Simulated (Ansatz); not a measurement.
# KGe3: the cost of one run

Computed with Ansatz 0.2.0 (DFT PBE, scalar-relativistic, plane waves, PAW, unless a step's input says otherwise).

### Step 1. The starting structure

Symmetry: Pm-3m, No. 221, cubic system. Conventional cell: a = 6.065 Å, b = 6.065 Å, c = 6.065 Å, α = 90.00°, β = 90.00°, γ = 90.00°. K (site symmetry m-3m) has 24 Ge at 4.38 Å as nearest neighbours. K (site symmetry m-3m) has 6 Ge at 2.12 Å as nearest neighbours. Around Ge (site symmetry 4mm) lie 1 Ge at 1.82 Å.

Coordinates:

```cif
data_structure
_symmetry_space_group_name_H-M 'P 1'
_symmetry_Int_Tables_number 1
_cell_length_a 6.0654
_cell_length_b 6.0654
_cell_length_c 6.0654
_cell_angle_alpha 90.000
_cell_angle_beta 90.000
_cell_angle_gamma 90.000
_cell_volume 223.14
loop_
_atom_site_label
_atom_site_type_symbol
_atom_site_fract_x
_atom_site_fract_y
_atom_site_fract_z
_atom_site_occupancy
K1 K 0.50000 0.50000 0.50000 1
K2 K 0.00000 0.00000 0.00000 1
Ge1 Ge 0.64985 0.00000 0.00000 1
Ge2 Ge 0.35015 0.00000 0.00000 1
Ge3 Ge 0.00000 0.64985 0.00000 1
Ge4 Ge 0.00000 0.35015 0.00000 1
Ge5 Ge 0.00000 0.00000 0.64985 1
Ge6 Ge 0.00000 0.00000 0.35015 1
```

A structure generator made this guess: random cell by space group and Wyckoff sites (Pm-3m, No. 221). Its size is a rough estimate.

### Step 2. A first look at the guess

File input.yaml:

```yaml
crystal:
  lattice:
    - [6.06539186, 0.0, 0.0]
    - [0.0, 6.06539186, 0.0]
    - [0.0, 0.0, 6.06539186]
  atoms:
    - { symbol: K, position: [0.5, 0.5, 0.5] }
    - { symbol: K, position: [0.0, 0.0, 0.0] }
    - { symbol: Ge, position: [0.6498537, 0.0, 0.0] }
    - { symbol: Ge, position: [0.3501463, 0.0, 0.0] }
    - { symbol: Ge, position: [0.0, 0.6498537, 0.0] }
    - { symbol: Ge, position: [0.0, 0.3501463, 0.0] }
    - { symbol: Ge, position: [0.0, 0.0, 0.6498537] }
    - { symbol: Ge, position: [0.0, 0.0, 0.3501463] }
basis:
  ecutwfc: 420
kpoints:
  mp_grid: { grid: [4, 4, 4] }
hamiltonian:
  xc: pbe
scf:
  occupations: { method: gaussian, width: 0.1 }
  lower_state_search: "off"
output:
  forces: true
  stress: true
  eigenvalues: true
```

Command:

```
ansatz run input.yaml --threads 1 --pin off --max-ram 2048MiB --backend cpu --events-out ev --progress --plain --runs-dir out
```

**Question.** How long does this run take on 1 thread of Intel Xeon Platinum 8259CL at 2.50GHz (Skylake/Cascade Lake), shared host, and how much memory does it need?

About 11 s, with a peak of 0.55 GiB.
